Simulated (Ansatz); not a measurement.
Task: a short molecular-dynamics run of CH₃FGe, SMILES [CH3][Ge][F], with the Python package of Ansatz (0.2.0). Give the script and its output. Level of theory (for the species named): BLYP, def2-SVP basis, multiplicity 1, D3BJ dispersion.

```xyz
6

C    -0.3147    0.4178   -0.2022
Ge    1.2436   -0.2887    0.5777
F     1.0453   -2.0272    0.6949
H    -0.1831    1.5746   -0.3003
H    -1.2345    0.2150    0.4088
H    -0.5145    0.0445   -1.2250
```

Script `ch3fge.py`:
```python
import ansatz as az
import numpy as np

geometry = (
    az.Crystal.molecule()
    .atom("C", (-0.3147, 0.4178, -0.2022))
    .atom("Ge", (1.2436, -0.2887, 0.5777))
    .atom("F", (1.0453, -2.0272, 0.6949))
    .atom("H", (-0.1831, 1.5746, -0.3003))
    .atom("H", (-1.2345, 0.215, 0.4088))
    .atom("H", (-0.5145, 0.0445, -1.225))
)

setup = geometry.calculation()
setup = setup.basis(gaussian="def2-SVP").functional("blyp", dispersion="d3bj")
symbols = [site.symbol for site in geometry.cartesian_sites]
start = np.array([site.position_ang for site in geometry.cartesian_sites], dtype=float)
r = setup.relax(force_tolerance=0.02, max_steps=100).run().report
end = np.array(r["positions_ang"])
minimum = az.Crystal.molecule()
for symbol, place in zip(symbols, end):
    minimum = minimum.atom(symbol, place.tolist())

setup = (
    minimum.calculation()
    .basis(gaussian="def2-SVP")
    .functional("blyp", dispersion="d3bj")
    .md("nve", timestep=1.0, steps=20, temperature=500, initial_velocities="maxwell_boltzmann", seed=40)
)
frames = []
outcome = setup.session().plan().execute(on_event=lambda e: frames.append(e["data"]) if e["event"] == "md_step" else None)
print("t (fs)   E_pot (eV)      E_kin (eV)   T (K)   d(0-1) (A)")
for f in frames[::2]:
    xyz = np.array(f["positions_ang"])
    print(f"{f['time_fs']:6.2f} {f['lagrangian_ev']:14.5f} {f['e_kin_ev']:10.5f} {f['temperature_k']:8.1f} {np.linalg.norm(xyz[0] - xyz[1]):9.4f}")
kept = np.array([f["conserved_ev"] for f in frames])
print(f"conserved energy moves by at most {1000 * np.ptp(kept):.3f} meV")
```

Output of `python ch3fge.py`:
```text
t (fs)   E_pot (eV)      E_kin (eV)   T (K)   d(0-1) (A)
  0.00   -60312.39897    0.25852    500.0    2.0254
  2.00   -60312.35822    0.21992    425.4    2.0329
  4.00   -60312.33094    0.19294    373.2    2.0425
  6.00   -60312.33259    0.19235    372.0    2.0544
  8.00   -60312.27005    0.13245    256.2    2.0667
 10.00   -60312.25578    0.11696    226.2    2.0765
 12.00   -60312.24714    0.10765    208.2    2.0835
 14.00   -60312.20203    0.06466    125.1    2.0899
 16.00   -60312.21779    0.07891    152.6    2.0966
 18.00   -60312.22408    0.08470    163.8    2.1020
 20.00   -60312.21364    0.07648    147.9    2.1027
conserved energy moves by at most 3.368 meV
```

Reading the output:
- Total energies depend on the basis set; only differences at equal settings carry meaning.
- The trajectory is only some femtoseconds long, so its temperature is not equilibrated; where the script doesn't relax first, it starts from a rough generated geometry.
- The temperature counts the internal degrees of freedom alone.
- With hydrogen a step over 0.5 fs is long.
- The whole script took 52 s on 1 thread of Arm Neoverse V1, with other jobs on the host, peak memory 0.2 GiB.
